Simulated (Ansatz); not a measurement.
# One shape, several levels: triplet B3N3H6

Wanted: a comparison of 6 runs (UHF/STO-3G, UB3LYP/6-31G*, U-revPBE/def2-SVP, UPBE-QIDH/def2-SVP, UPBE/def2-SVP, UPBE0/def2-SVP) of triplet B3N3H6. 

The results are computed with Ansatz 0.2.0.

43 further runs of the same task are left out: 1 that didn't finish, 42 set aside as unsound or not needed.

## (1) The system as given

B3N3H6 has 12 atoms, charge 0, and is taken as a triplet. SMILES of the parent species: `B1NBNBN1`. The shape is that of a PBE0-D4/def2-TZVP optimisation. This is one conformer, not always the lowest. That shape belongs to the parent species and isn't relaxed for this state.

Bond lengths: B1–N2 1.425 Å, N2–B3 1.425 Å, B3–N4 1.425 Å, N4–B5 1.425 Å, B1–N6 1.425 Å, B5–N6 1.425 Å, B1–H7 1.197 Å, N2–H8 1.006 Å, B3–H9 1.197 Å, N4–H10 1.006 Å, B5–H11 1.197 Å, N6–H12 1.006 Å. Some angles: B1–N2–B3 122.9°, N2–B1–N6 117.1°, N2–B3–N4 117.1°, B3–N4–B5 122.9°, N4–B5–N6 117.1°, B1–N6–B5 122.9°, B1–N2–H8 118.6°, B3–N2–H8 118.6°, N2–B1–H7 121.4°, N6–B1–H7 121.4°.

## (2) A single-point energy at UHF/STO-3G (run 1)

The input, run.yaml:

```yaml
crystal:
  periodic: [false, false, false]
  atoms:
    - {symbol: B, position_ang: [-0.725600, -1.223220, 0.253660]}
    - {symbol: "N", position_ang: [0.524170, -0.956610, 0.883320]}
    - {symbol: B, position_ang: [1.265120, 0.238610, 0.655490]}
    - {symbol: "N", position_ang: [0.704960, 1.188460, -0.246430]}
    - {symbol: B, position_ang: [-0.539530, 0.984630, -0.909140]}
    - {symbol: N, position_ang: [-1.229160, -0.231820, -0.636840]}
    - {symbol: H, position_ang: [-1.326890, -2.236960, 0.463830]}
    - {symbol: H, position_ang: [0.899850, -1.642240, 1.516360]}
    - {symbol: H, position_ang: [2.313570, 0.436330, 1.198680]}
    - {symbol: H, position_ang: [1.210210, 2.040210, -0.423070]}
    - {symbol: H, position_ang: [-0.986620, 1.800580, -1.662600]}
    - {symbol: H, position_ang: [-2.110080, -0.397960, -1.093280]}
basis:
  gaussian:
    orbitals: STO-3G
magnetization:
  spin_polarized: true
  initial_magnetization: 2
hamiltonian:
  xc: hf
accuracy: high
output: {orbitals: {seedname: orbitals}}
```

Run with:

```bash
$ ansatz run run.yaml --threads 1 --pin off --max-ram 3480MiB --events-out events.jsonl --progress --plain --runs-dir runs
```

What it wrote:

```text
Warning: RAYON_NUM_THREADS=1 ignored (pool sized by the plan → 1); use --threads N
Functional definition: HF
  name "HF"
  exchange = exact_x
  correlation = 0
803 factors; integrals over basis functions are off by at most 4.3e-9 eV
mean field evaluation 1: about -6469.3558 eV, gradient 1.6e1 eV
mean field evaluation 2: about -6469.5807 eV, gradient 1.6e1 eV
mean field evaluation 4: about -6471.6601 eV, gradient 2.6e0 eV
mean field evaluation 8: about -6471.6868 eV, gradient 8.1e-1 eV
mean field evaluation 16: about -6472.8037 eV, gradient 2.3e-2 eV
mean field evaluation 32: about -6472.7911 eV, gradient 1.4e-1 eV
mean field evaluation 64: about -6472.6028 eV, gradient 1.1e0 eV
mean field evaluation 96: about -6472.5847 eV, gradient 1.6e0 eV
mean field evaluation 128: about -6472.3052 eV, gradient 1.3e0 eV
mean field evaluation 160: about -6472.7794 eV, gradient 1.6e-1 eV
mean field evaluation 192: about -6471.1400 eV, gradient 1.2e1 eV
mean field evaluation 224: about -6467.7015 eV, gradient 5.8e0 eV
mean field evaluation 256: about -6472.1344 eV, gradient 4.6e-6 eV
mean field -6472.80370249 eV, -237.8711486426 hartree, gradient 2.5e-8 eV, S^2 2.333534; 7 other end points of the search recorded, 0 dependent functions left out
reference -6472.80370249 eV, -237.8711486426 hartree; 22, 20 occupied and 14, 16 virtual orbitals, 803 factors
Total energy: -6472.80370249 eV, -237.8711486426 hartree
```

Wall time 12 s (1 thread of Intel Xeon Platinum 8175M at 2.50GHz (Skylake/Cascade Lake), shared host); peak memory 0.12 GiB.

## (3) A single-point energy at UB3LYP/6-31G(d) (spherical functions) (run 2)

The input, job.yaml:

```yaml
crystal:
  periodic: [false, false, false]
  atoms:
    - {symbol: B, position_ang: [-0.725600, -1.223220, 0.253660]}
    - {symbol: "N", position_ang: [0.524170, -0.956610, 0.883320]}
    - {symbol: B, position_ang: [1.265120, 0.238610, 0.655490]}
    - {symbol: "N", position_ang: [0.704960, 1.188460, -0.246430]}
    - {symbol: B, position_ang: [-0.539530, 0.984630, -0.909140]}
    - {symbol: N, position_ang: [-1.229160, -0.231820, -0.636840]}
    - {symbol: H, position_ang: [-1.326890, -2.236960, 0.463830]}
    - {symbol: H, position_ang: [0.899850, -1.642240, 1.516360]}
    - {symbol: H, position_ang: [2.313570, 0.436330, 1.198680]}
    - {symbol: H, position_ang: [1.210210, 2.040210, -0.423070]}
    - {symbol: H, position_ang: [-0.986620, 1.800580, -1.662600]}
    - {symbol: H, position_ang: [-2.110080, -0.397960, -1.093280]}
basis:
  gaussian:
    orbitals: 6-31G_st_-spherical.json
magnetization:
  spin_polarized: true
  initial_magnetization: 2
hamiltonian:
  xc: {name: B3LYP}
accuracy: high
output: {orbitals: {seedname: orbitals}}
```

The basis set 6-31G* is read from a file made from the Basis Set Exchange's data (not shown).

Run with:

```bash
$ ansatz run job.yaml --threads 1 --pin off --max-ram 3480MiB --events-out events.jsonl --progress --plain --runs-dir runs
```

What it wrote (excerpt; [...] marks lines left out):

```text
Warning: RAYON_NUM_THREADS=1 ignored (pool sized by the plan → 1); use --threads N
Functional definition: B3LYP
  name "B3LYP"
[...]
2425 factors; integrals over basis functions are off by at most 2.7e-9 eV
[...]
mean field -6596.74901303 eV, -242.4260547917 hartree, gradient 7.8e-8 eV, S^2 2.005470; 8 other end points of the search recorded, 0 dependent functions left out
reference -6596.74905387 eV, -242.4260562927 hartree; 22, 20 occupied and 74, 76 virtual orbitals, 2425 factors
Total energy: -6596.74905387 eV, -242.4260562927 hartree
```

Run time: 2.8 min. Hardware: 1 thread of Intel Xeon Platinum 8175M at 2.50GHz (Skylake/Cascade Lake), shared host; peak memory 0.56 GiB.

Runs 3 to 5 aren't shown in full; the table further down has their settings and results.

## (4) A single-point energy at UPBE0/def2-SVP (run 6)

The input, input.yaml:

```yaml
crystal:
  periodic: [false, false, false]
  atoms:
    - {symbol: B, position_ang: [-0.725600, -1.223220, 0.253660]}
    - {symbol: "N", position_ang: [0.524170, -0.956610, 0.883320]}
    - {symbol: B, position_ang: [1.265120, 0.238610, 0.655490]}
    - {symbol: N, position_ang: [0.704960, 1.188460, -0.246430]}
    - {symbol: B, position_ang: [-0.539530, 0.984630, -0.909140]}
    - {symbol: "N", position_ang: [-1.229160, -0.231820, -0.636840]}
    - {symbol: H, position_ang: [-1.326890, -2.236960, 0.463830]}
    - {symbol: H, position_ang: [0.899850, -1.642240, 1.516360]}
    - {symbol: H, position_ang: [2.313570, 0.436330, 1.198680]}
    - {symbol: H, position_ang: [1.210210, 2.040210, -0.423070]}
    - {symbol: H, position_ang: [-0.986620, 1.800580, -1.662600]}
    - {symbol: H, position_ang: [-2.110080, -0.397960, -1.093280]}
basis:
  gaussian: {orbitals: def2-SVP}
magnetization: {spin_polarized: true, initial_magnetization: 2}
hamiltonian: {xc: {name: PBE0}}
accuracy: high
output: {orbitals: {seedname: orbitals}}
```

Run with:

```bash
$ ansatz run input.yaml --threads 1 --pin off --max-ram 3480MiB --events-out events.jsonl --progress --plain --runs-dir runs
```

What it wrote (excerpt; [...] marks lines left out):

```text
Warning: RAYON_NUM_THREADS=1 ignored (pool sized by the plan → 1); use --threads N
Functional definition: PBE0
  name "PBE0"
[...]
2856 factors; integrals over basis functions are off by at most 3.1e-9 eV
[...]
mean field -6583.97372551 eV, -241.9565716347 hartree, gradient 9.4e-8 eV, S^2 2.006059; 7 other end points of the search recorded, 0 dependent functions left out
reference -6583.97372839 eV, -241.9565717405 hartree; 22, 20 occupied and 92, 94 virtual orbitals, 2856 factors
Total energy: -6583.97372839 eV, -241.9565717405 hartree
```

Wall time 100 s (1 thread of Intel Xeon Platinum 8175M at 2.50GHz (Skylake/Cascade Lake), shared host); peak memory 0.65 GiB.

## (5) Overview of the runs

| run | level | frozen core orbitals | energy (Eh) | HOMO energy (eV) | ⟨S²⟩ | wall time |
| --- | --- | --- | --- | --- | --- | --- |
| 1 | UHF/STO-3G | – | -237.871149 | -1.13 | 2.334 | 12 s |
| 2 | UB3LYP/6-31G* (spherical functions) | – | -242.426056 | -1.20 | 2.005 | 2.8 min |
| 3 | U-revPBE/def2-SVP | – | -242.182039 | -1.05 | 2.004 | 79 s |
| 4 | UPBE-QIDH/def2-SVP | 6 | -241.843540 | -2.79 | 2.057 | 1.7 min |
| 5 | UPBE/def2-SVP | – | -241.934666 | -1.11 | 2.004 | 2 min |
| 6 | UPBE0/def2-SVP | – | -241.956572 | -1.74 | 2.006 | 100 s |

## (6) What came out

| quantity | value |
| --- | --- |
| run 6: total energy | -241.95657 Eh |
| run 6: HOMO energy (highest over α and β) | -1.74 eV |
| run 6: ⟨S²⟩ | 2.006 |

What this shows: Totals of different functionals can't be ranked against each other. In run 1 the basis is minimal, so the values are rough. Spin contamination of the reference: run 1 ⟨S²⟩ = 2.33. All runs together took 9.7 min, the longest 2.8 min.
